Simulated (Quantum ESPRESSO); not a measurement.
The system is Ti, a slab with vacuum.

```xyz
5
Lattice="2.9500 0.0000 0.0000 -1.4750 2.5548 0.0000 0.0000 0.0000 24.3720" Properties=species:S:1:pos:R:3 pbc="T T T"
Ti    0.0000    1.7032    7.5000
Ti    1.4750    0.8516    9.8430
Ti    0.0000    1.7032   12.1860
Ti    1.4750    0.8516   14.5290
Ti    0.0000    1.7032   16.8720
```

A sound run:

```yaml
Program: Quantum ESPRESSO 7.5
Task: work function
Functional: PBE
Potentials_or_basis: PseudoDojo 0.4.1 SR PBE standard
Cutoff: 1143 eV
Density_cutoff: 4572 eV
k_mesh: 10 × 10 × 1
Occupations: fermi-dirac, width 0.05 eV
Spin: no spin polarisation
```

It gives largest force 0.628 eV/Å; band gap on the k mesh none (metal or under the smearing width).

**Question.** What do these careless settings give instead: cutoff 340 eV in place of 1143 eV; density cutoff 1374 eV in place of 4572 eV?

**Answer.** Largest force 0.501 eV/Å; band gap on the k mesh none (metal or under the smearing width). The run converged, but these numbers show the error of the settings and aren't properties of the slab.
